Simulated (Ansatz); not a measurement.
# AlNi: a strain scan

This session takes AlNi and sets out to strain the cell along the Voigt pattern (1, 1, 0, 0, 0, 0).

Method: DFT PBEsol, scalar-relativistic, plane waves, PAW, in Ansatz 0.2.0.

1 further run of the same task is left out (set aside as unsound or not needed).

**1. The starting structure**

The structure is cubic, space group Pm-3m (No. 221). The conventional cell has a = 2.862 Å, b = 2.862 Å, c = 2.862 Å, α = 90.00°, β = 90.00°, γ = 90.00°. Around Al (site symmetry m-3m) lie 8 Ni at 2.48 Å. Around Ni (site symmetry m-3m) lie 8 Al at 2.48 Å.

Structure file:

```
CELL_PARAMETERS angstrom
2.86217 0.00000 0.00000
0.00000 2.86217 0.00000
0.00000 0.00000 2.86217
ATOMIC_POSITIONS crystal
Al 0.00000 0.00000 0.00000
Ni 0.50000 0.50000 0.50000
```

It is the result of an earlier relaxation at this level (volume 11.72 Å³/atom; gap on the mesh: none (metal)).

**2. Zero of energy**

The reference gives a free energy of -6330.8677 eV, pressure 0.02 GPa, largest force 0.000 eV/Å and gap on the mesh none (metal). It was computed beforehand with the settings of the runs below.

**3. The scan: a strain scan**

The cell is strained by ε times the Voigt pattern (1, 1, 0, 0, 0, 0) (xx, yy, zz, yz, xz, xy; engineering shear), with fractional coordinates fixed (clamped ions). The stress on the pattern is the sum of the stress components weighted by it, tension positive.

**4. Point ε = -0.1500**

input.yaml

```yaml
crystal:
  lattice:
    - [2.4328407189, 0.0, 0.0]
    - [0.0, 2.4328407189, 0.0]
    - [0.0, 0.0, 2.8621655516]
  atoms:
    - { symbol: Al, position: [0.0, 0.0, 0.0] }
    - { symbol: Ni, position: [0.5, 0.5, 0.5] }
basis:
  ecutwfc: 420
kpoints:
  mp_grid: { grid: [20, 20, 20] }
hamiltonian:
  xc: pbesol
scf:
  occupations: { method: gaussian, width: 0.15 }
output:
  forces: true
  stress: true
  eigenvalues: true
```

On the command line:

```
> ansatz run input.yaml --threads 1 --pin off --max-ram 2560MiB --backend cpu --events-out ev --progress --plain --runs-dir out
```

What it wrote (excerpt; [...] marks lines left out):

```text
Warning: RAYON_NUM_THREADS=1 ignored (pool sized by the plan → 1); use --threads N
[...]
Pseudopotentials: kind: paw
Pseudopotential: Al, paw, valence charge 3, recommended cutoff 420 eV (normal), Al.paw.azcp
Pseudopotential: Ni, paw, valence charge 18, recommended cutoff 420 eV (normal), Ni.paw.azcp
Functional definition: PBEsol
[...]
Crystal: 2 atoms, lattice volume = 16.940 Å³
Basis set: ecut = 420 eV, 329 PW (Γ), exchange–correlation on 36×36×40 points (8 copies of the dense FFT grid, shifted against one another)
Bands: 15, of which v1, the nominal top of the filled ones, is band 11 counted from 1 (10 counted from 0)
Symmetry: 16 space group operations
Space group: P4/mmm (ITA 123), of the structure as read, at distance tolerance 2.6e-5 Å
k-points: 726 of 8000
[...]
SCF iter   1: F=—  HF=-6329.027551 eV  |F-HF|=—  |Δ(HF+E_count)|=         —  Δρ=2.59e-2  dr2=6.68e-2  ethr=1.77e-3  ⟨swp⟩=5.3  Hψ=51869  notcnv=0
[...]
SCF iter   6: F=-6329.014890 eV  HF=-6329.014890 eV  |F-HF|=1.61e-8  |Δ(HF+E_count)|=   1.87e-7  Δρ=1.71e-5  dr2=1.24e-8  ethr=4.76e-10  ⟨swp⟩=6.0  Hψ=49839  notcnv=0
[...]
SCF converged after 6 iterations
Free energy (F): -6329.014890 eV
[...]
E sigma→0 (E₀):  -6329.010771 eV
Entropy (-TS):   -0.008237 eV (-4.119 meV/atom)
Fermi energy:    20.871614 eV
[...]
--- Forces (eV/Å), atoms counted from 1 ---
  atom   1  Al     0.00000000     0.00000000     0.00000000
  atom   2  Ni     0.00000000     0.00000000     0.00000000
[...]
--- Stress (GPa, compression-positive) ---
      121.171636       0.000000       0.000000
        0.000000     121.171636       0.000000
        0.000000       0.000000     102.566276
  P = ⅓ Tr σ = 114.9698 GPa (1149.698 kbar)
--- Band table (eV; the first three rows and the last of 726) ---
  k-point 0: bands = ["-83.1999", "-43.8056", "-43.6887", "-43.6887", "6.8711", "15.2196", "15.5546", "18.2685", "18.2685", "18.8781", "23.5449", "28.7686", "30.5944", "30.5944", "30.6600"]
[...]
```

It took 20 s on 1 thread of Intel Xeon at 2.50GHz (Skylake/Cascade Lake), shared host; peak memory 0.47 GiB.

**5. ε = 0.1125**

Changes to input.yaml since step 4:

```diff
@@ -2,4 +2,4 @@
   lattice:
-    - [2.4328407189, 0.0, 0.0]
-    - [0.0, 2.4328407189, 0.0]
+    - [3.1841591762, 0.0, 0.0]
+    - [0.0, 3.1841591762, 0.0]
     - [0.0, 0.0, 2.8621655516]
```

On the command line:

```
> ansatz run input.yaml --threads 1 --pin off --max-ram 2560MiB --backend cpu --events-out ev --progress --plain --runs-dir out
```

What it wrote (excerpt; [...] marks lines left out):

```text
[...]
SCF converged after 6 iterations
Free energy (F): -6330.348013 eV
[...]
E sigma→0 (E₀):  -6330.341787 eV
Entropy (-TS):   -0.012452 eV (-6.226 meV/atom)
Fermi energy:    10.833210 eV
[...]
--- Forces (eV/Å), atoms counted from 1 ---
  atom   1  Al    -0.00000000    -0.00000000     0.00000000
  atom   2  Ni     0.00000000     0.00000000     0.00000000
[...]
--- Stress (GPa, compression-positive) ---
      -24.533790       0.000000       0.000000
        0.000000     -24.533790       0.000000
        0.000000       0.000000     -18.838473
  P = ⅓ Tr σ = -22.6354 GPa (-226.354 kbar)
--- Band table (eV; the first three rows and the last of 726) ---
  k-point 0: bands = ["-91.7951", "-52.3448", "-52.3448", "-52.3388", "0.9914", "8.3610", "8.3672", "9.4827", "9.7334", "9.7334", "14.4911", "14.4911", "17.9066", "17.9194", "17.9648"]
[...]
```

Wall time 31 s (1 thread of Intel Xeon at 2.50GHz (Skylake/Cascade Lake), shared host); peak memory 0.57 GiB.

**6. ε = -0.0750**

Changes to input.yaml since step 5:

```diff
@@ -2,4 +2,4 @@
   lattice:
-    - [3.1841591762, 0.0, 0.0]
-    - [0.0, 3.1841591762, 0.0]
+    - [2.6475031352, 0.0, 0.0]
+    - [0.0, 2.6475031352, 0.0]
     - [0.0, 0.0, 2.8621655516]
```

On the command line:

```
> ansatz run input.yaml --threads 1 --pin off --max-ram 2560MiB --backend cpu --events-out ev --progress --plain --runs-dir out
```

What it wrote (excerpt; [...] marks lines left out):

```text
[...]
SCF converged after 6 iterations
Free energy (F): -6330.493760 eV
[...]
E sigma→0 (E₀):  -6330.490093 eV
Entropy (-TS):   -0.007334 eV (-3.667 meV/atom)
Fermi energy:    17.129048 eV
[...]
--- Forces (eV/Å), atoms counted from 1 ---
  atom   1  Al     0.00000000     0.00000000     0.00000000
  atom   2  Ni     0.00000000     0.00000000     0.00000000
[...]
--- Stress (GPa, compression-positive) ---
       40.678163       0.000000       0.000000
        0.000000      40.678163       0.000000
        0.000000       0.000000      33.187757
  P = ⅓ Tr σ = 38.1814 GPa (381.814 kbar)
--- Band table (eV; the first three rows and the last of 726) ---
  k-point 0: bands = ["-86.3387", "-46.9070", "-46.8722", "-46.8722", "4.6045", "12.8427", "12.9548", "15.1071", "15.1071", "15.3652", "21.3841", "24.4729", "24.4729", "25.2930", "26.1097"]
[...]
```

It took 18 s on 1 thread of Intel Xeon at 2.50GHz (Skylake/Cascade Lake), shared host; peak memory 0.5 GiB.

**7. At ε = 0.0375**

Changes to input.yaml since step 6:

```diff
@@ -2,4 +2,4 @@
   lattice:
-    - [2.6475031352, 0.0, 0.0]
-    - [0.0, 2.6475031352, 0.0]
+    - [2.9694967598, 0.0, 0.0]
+    - [0.0, 2.9694967598, 0.0]
     - [0.0, 0.0, 2.8621655516]
```

On the command line:

```
> ansatz run input.yaml --threads 1 --pin off --max-ram 2560MiB --backend cpu --events-out ev --progress --plain --runs-dir out
```

What it wrote (excerpt; [...] marks lines left out):

```text
Warning: RAYON_NUM_THREADS=1 ignored (pool sized by the plan → 1); use --threads N
[...]
[... 4 set-up lines as earlier in the session ...]
[...]
Crystal: 2 atoms, lattice volume = 25.238 Å³
Basis set: ecut = 420 eV, 477 PW (Γ), exchange–correlation on 40×40×40 points (8 copies of the dense FFT grid, shifted against one another)
Bands: 15, of which v1, the nominal top of the filled ones, is band 11 counted from 1 (10 counted from 0)
[... 1 set-up line as earlier in the session ...]
Space group: P4/mmm (ITA 123), of the structure as read, at distance tolerance 2.9e-5 Å
k-points: 726 of 8000
[...]
SCF iter   1: F=—  HF=-6330.803777 eV  |F-HF|=—  |Δ(HF+E_count)|=         —  Δρ=1.65e-2  dr2=3.98e-2  ethr=1.77e-3  ⟨swp⟩=4.4  Hψ=48749  notcnv=0
[...]
SCF iter   6: F=-6330.798365 eV  HF=-6330.798365 eV  |F-HF|=5.37e-11  |Δ(HF+E_count)|=   3.33e-9  Δρ=1.00e-6  dr2=9.84e-11  ethr=1.65e-10  ⟨swp⟩=3.4  Hψ=36134  notcnv=0
[...]
SCF converged after 6 iterations
Free energy (F): -6330.798365 eV
[...]
E sigma→0 (E₀):  -6330.793211 eV
Entropy (-TS):   -0.010309 eV (-5.155 meV/atom)
Fermi energy:    12.953657 eV
[...]
--- Forces (eV/Å), atoms counted from 1 ---
  atom   1  Al    -0.00000000    -0.00000000     0.00000000
  atom   2  Ni     0.00000000    -0.00000000     0.00000000
[...]
--- Stress (GPa, compression-positive) ---
      -11.614128       0.000000       0.000000
        0.000000     -11.614128       0.000000
        0.000000       0.000000      -9.106222
  P = ⅓ Tr σ = -10.7782 GPa (-107.782 kbar)
--- Band table (eV; the first three rows and the last of 726) ---
  k-point 0: bands = ["-89.9291", "-50.4790", "-50.4790", "-50.4732", "2.1819", "9.9454", "9.9628", "11.4619", "11.5613", "11.5613", "17.7839", "17.7839", "19.0642", "20.7481", "20.9675"]
[...]
```

Run time: 29 s. Hardware: 1 thread of Intel Xeon at 2.50GHz (Skylake/Cascade Lake), shared host; peak memory 0.54 GiB.

**8. Point ε = 0.1500**

Changes to input.yaml since step 7:

```diff
@@ -2,4 +2,4 @@
   lattice:
-    - [2.9694967598, 0.0, 0.0]
-    - [0.0, 2.9694967598, 0.0]
+    - [3.2914903843, 0.0, 0.0]
+    - [0.0, 3.2914903843, 0.0]
     - [0.0, 0.0, 2.8621655516]
```

On the command line:

```
> ansatz run input.yaml --threads 1 --pin off --max-ram 2560MiB --backend cpu --events-out ev --progress --plain --runs-dir out
```

What it wrote (excerpt; [...] marks lines left out):

```text
[...]
SCF converged after 6 iterations
Free energy (F): -6330.023034 eV
[...]
E sigma→0 (E₀):  -6330.016157 eV
Entropy (-TS):   -0.013754 eV (-6.877 meV/atom)
Fermi energy:    9.917296 eV
[...]
--- Forces (eV/Å), atoms counted from 1 ---
  atom   1  Al     0.00000000     0.00000000     0.00000000
  atom   2  Ni     0.00000000    -0.00000000    -0.00000000
[...]
--- Stress (GPa, compression-positive) ---
      -27.495217      -0.000000      -0.000000
       -0.000000     -27.495217      -0.000000
       -0.000000      -0.000000     -21.108997
  P = ⅓ Tr σ = -25.3665 GPa (-253.665 kbar)
--- Band table (eV; the first three rows and the last of 726) ---
  k-point 0: bands = ["-92.6101", "-53.1585", "-53.1578", "-53.1578", "0.4863", "7.6327", "7.6751", "8.6303", "8.9349", "8.9349", "13.1053", "13.1053", "16.3686", "16.6855", "17.4068"]
[...]
```

Run time: 32 s. Hardware: 1 thread of Intel Xeon at 2.50GHz (Skylake/Cascade Lake), shared host; peak memory 0.58 GiB.

**9. ε = -0.1125**

Changes to input.yaml since step 8:

```diff
@@ -2,4 +2,4 @@
   lattice:
-    - [3.2914903843, 0.0, 0.0]
-    - [0.0, 3.2914903843, 0.0]
+    - [2.540171927, 0.0, 0.0]
+    - [0.0, 2.540171927, 0.0]
     - [0.0, 0.0, 2.8621655516]
```

On the command line:

```
> ansatz run input.yaml --threads 1 --pin off --max-ram 2560MiB --backend cpu --events-out ev --progress --plain --runs-dir out
```

What it wrote (excerpt; [...] marks lines left out):

```text
Warning: RAYON_NUM_THREADS=1 ignored (pool sized by the plan → 1); use --threads N
[...]
[... 4 set-up lines as earlier in the session ...]
[...]
Crystal: 2 atoms, lattice volume = 18.468 Å³
Basis set: ecut = 420 eV, 381 PW (Γ), exchange–correlation on 36×36×40 points (8 copies of the dense FFT grid, shifted against one another)
Bands: 15, of which v1, the nominal top of the filled ones, is band 11 counted from 1 (10 counted from 0)
[... 2 set-up lines as earlier in the session ...]
k-points: 726 of 8000
[...]
SCF iter   1: F=—  HF=-6329.945053 eV  |F-HF|=—  |Δ(HF+E_count)|=         —  Δρ=2.71e-2  dr2=7.94e-2  ethr=1.77e-3  ⟨swp⟩=5.1  Hψ=50841  notcnv=0
[...]
SCF iter   6: F=-6329.932287 eV  HF=-6329.932287 eV  |F-HF|=3.64e-9  |Δ(HF+E_count)|=   7.42e-8  Δρ=5.39e-6  dr2=2.92e-9  ethr=4.76e-10  ⟨swp⟩=4.3  Hψ=45406  notcnv=0
[...]
SCF converged after 6 iterations
Free energy (F): -6329.932287 eV
[...]
E sigma→0 (E₀):  -6329.928007 eV
Entropy (-TS):   -0.008558 eV (-4.279 meV/atom)
Fermi energy:    18.874117 eV
[...]
--- Forces (eV/Å), atoms counted from 1 ---
  atom   1  Al    -0.00000000     0.00000000     0.00000000
  atom   2  Ni     0.00000000     0.00000000     0.00000000
[...]
--- Stress (GPa, compression-positive) ---
       74.245305       0.000000       0.000000
        0.000000      74.245305       0.000000
        0.000000       0.000000      61.781153
  P = ⅓ Tr σ = 70.0906 GPa (700.906 kbar)
--- Band table (eV; the first three rows and the last of 726) ---
  k-point 0: bands = ["-84.8583", "-45.4429", "-45.3755", "-45.3755", "5.6546", "13.9747", "14.1846", "16.5888", "16.5888", "17.0096", "22.3849", "26.9381", "27.3300", "27.3300", "28.2700"]
[...]
```

Wall time 22 s (1 thread of Intel Xeon at 2.50GHz (Skylake/Cascade Lake), shared host); peak memory 0.48 GiB.

**10. ε = 0.0750**

Changes to input.yaml since step 9:

```diff
@@ -2,4 +2,4 @@
   lattice:
-    - [2.540171927, 0.0, 0.0]
-    - [0.0, 2.540171927, 0.0]
+    - [3.076827968, 0.0, 0.0]
+    - [0.0, 3.076827968, 0.0]
     - [0.0, 0.0, 2.8621655516]
```

On the command line:

```
> ansatz run input.yaml --threads 1 --pin off --max-ram 2560MiB --backend cpu --events-out ev --progress --plain --runs-dir out
```

What it wrote (excerpt; [...] marks lines left out):

```text
[...]
SCF converged after 6 iterations
Free energy (F): -6330.614760 eV
[...]
E sigma→0 (E₀):  -6330.609210 eV
Entropy (-TS):   -0.011101 eV (-5.550 meV/atom)
Fermi energy:    11.838166 eV
[...]
--- Forces (eV/Å), atoms counted from 1 ---
  atom   1  Al    -0.00000000     0.00000000     0.00000000
  atom   2  Ni     0.00000000     0.00000000     0.00000000
[...]
--- Stress (GPa, compression-positive) ---
      -19.474913       0.000000       0.000000
        0.000000     -19.474913       0.000000
        0.000000       0.000000     -15.059667
  P = ⅓ Tr σ = -18.0032 GPa (-180.032 kbar)
--- Band table (eV; the first three rows and the last of 726) ---
  k-point 0: bands = ["-90.9046", "-51.4554", "-51.4554", "-51.4464", "1.5533", "9.1211", "9.1364", "10.4222", "10.6053", "10.6053", "16.0423", "16.0423", "18.4555", "19.2695", "19.5110"]
[...]
```

It took 26 s on 1 thread of Intel Xeon at 2.50GHz (Skylake/Cascade Lake), shared host; peak memory 0.55 GiB.

**11. Point ε = -0.0375**

Changes to input.yaml since step 10:

```diff
@@ -2,4 +2,4 @@
   lattice:
-    - [3.076827968, 0.0, 0.0]
-    - [0.0, 3.076827968, 0.0]
+    - [2.7548343434, 0.0, 0.0]
+    - [0.0, 2.7548343434, 0.0]
     - [0.0, 0.0, 2.8621655516]
```

On the command line:

```
> ansatz run input.yaml --threads 1 --pin off --max-ram 2560MiB --backend cpu --events-out ev --progress --plain --runs-dir out
```

What it wrote (excerpt; [...] marks lines left out):

```text
Warning: RAYON_NUM_THREADS=1 ignored (pool sized by the plan → 1); use --threads N
[...]
[... 4 set-up lines as earlier in the session ...]
[...]
Crystal: 2 atoms, lattice volume = 21.721 Å³
Basis set: ecut = 420 eV, 437 PW (Γ), exchange–correlation on 40×40×40 points (8 copies of the dense FFT grid, shifted against one another)
Bands: 15, of which v1, the nominal top of the filled ones, is band 11 counted from 1 (10 counted from 0)
[... 1 set-up line as earlier in the session ...]
Space group: P4/mmm (ITA 123), of the structure as read, at distance tolerance 2.8e-5 Å
k-points: 726 of 8000
[...]
SCF iter   1: F=—  HF=-6330.792048 eV  |F-HF|=—  |Δ(HF+E_count)|=         —  Δρ=2.25e-2  dr2=6.36e-2  ethr=1.77e-3  ⟨swp⟩=4.6  Hψ=49107  notcnv=0
[...]
SCF iter   6: F=-6330.783072 eV  HF=-6330.783072 eV  |F-HF|=1.25e-9  |Δ(HF+E_count)|=   3.52e-9  Δρ=2.50e-6  dr2=7.91e-10  ethr=9.67e-11  ⟨swp⟩=3.7  Hψ=38318  notcnv=0
[...]
SCF converged after 6 iterations
Free energy (F): -6330.783072 eV
[...]
E sigma→0 (E₀):  -6330.778670 eV
Entropy (-TS):   -0.008803 eV (-4.401 meV/atom)
Fermi energy:    15.572025 eV
[...]
--- Forces (eV/Å), atoms counted from 1 ---
  atom   1  Al    -0.00000000     0.00000000     0.00000000
  atom   2  Ni     0.00000000     0.00000000     0.00000000
[...]
--- Stress (GPa, compression-positive) ---
       16.775088       0.000000       0.000000
        0.000000      16.775088       0.000000
        0.000000       0.000000      13.591069
  P = ⅓ Tr σ = 15.7137 GPa (157.137 kbar)
--- Band table (eV; the first three rows and the last of 726) ---
  k-point 0: bands = ["-87.6650", "-48.2196", "-48.2086", "-48.2086", "3.6906", "11.8059", "11.8467", "13.7914", "13.7914", "13.9088", "20.5116", "21.9600", "21.9600", "23.7882", "24.1494"]
[...]
```

Wall time 26 s (1 thread of Intel Xeon at 2.50GHz (Skylake/Cascade Lake), shared host); peak memory 0.51 GiB.

**12. At ε = 0.1312**

Changes to input.yaml since step 11:

```diff
@@ -2,4 +2,4 @@
   lattice:
-    - [2.7548343434, 0.0, 0.0]
-    - [0.0, 2.7548343434, 0.0]
+    - [3.237681672, 0.0, 0.0]
+    - [0.0, 3.237681672, 0.0]
     - [0.0, 0.0, 2.8621655516]
```

On the command line:

```
> ansatz run input.yaml --threads 1 --pin off --max-ram 2560MiB --backend cpu --events-out ev --progress --plain --runs-dir out
```

What it wrote (excerpt; [...] marks lines left out):

```text
[...]
SCF converged after 6 iterations
Free energy (F): -6330.191878 eV
[...]
E sigma→0 (E₀):  -6330.185295 eV
Entropy (-TS):   -0.013166 eV (-6.583 meV/atom)
Fermi energy:    10.366760 eV
[...]
--- Forces (eV/Å), atoms counted from 1 ---
  atom   1  Al     0.00000000     0.00000000     0.00000000
  atom   2  Ni     0.00000000    -0.00000000     0.00000000
[...]
--- Stress (GPa, compression-positive) ---
      -26.235630       0.000000       0.000000
        0.000000     -26.235630       0.000000
        0.000000       0.000000     -20.129104
  P = ⅓ Tr σ = -24.2001 GPa (-242.001 kbar)
--- Band table (eV; the first three rows and the last of 726) ---
  k-point 0: bands = ["-92.2104", "-52.7593", "-52.7593", "-52.7563", "0.7330", "7.9920", "8.0148", "9.0475", "9.3265", "9.3265", "13.7808", "13.7808", "17.1705", "17.2903", "17.6521"]
[...]
```

It took 33 s on 1 thread of Intel Xeon at 2.50GHz (Skylake/Cascade Lake), shared host; peak memory 0.57 GiB.

**13. Results of the scan**

The scan, with free energies counted from the undisturbed cell:

| ε | ΔE (meV/atom) | stress on the pattern (GPa) | pressure (GPa) |
| --- | --- | --- | --- |
| -0.1500 | 926.4 | -242.34 | 115.0 |
| -0.1125 | 467.7 | -148.49 | 70.1 |
| -0.0750 | 187.0 | -81.36 | 38.2 |
| -0.0375 | 42.3 | -33.55 | 15.7 |
| 0.0000 | 0.0 | -0.05 | 0.0 |
| 0.0375 | 34.7 | 23.23 | -10.8 |
| 0.0750 | 126.5 | 38.95 | -18.0 |
| 0.1125 | 259.8 | 49.07 | -22.6 |
| 0.1312 | 337.9 | 52.47 | -24.2 |
| 0.1500 | 422.3 | 54.99 | -25.4 |

**14. Outcome**

| quantity | value |
| --- | --- |
| slope of the stress at ε = 0, over ±0.0375 | 757 GPa |

In words: The slope of the stress at zero strain, 757 GPa, estimates C11 + C22 + 2 C12 with clamped ions in this Cartesian frame; letting the atoms relax could not make it stiffer. The step is wide, so higher orders mix in. The undisturbed cell stays the lowest of the sampled points. Compression costs more than tension: 926.4 against 422.3 meV/atom at the ends. The final runs have no spin polarisation, so no magnetic state was tried and one may lie lower.
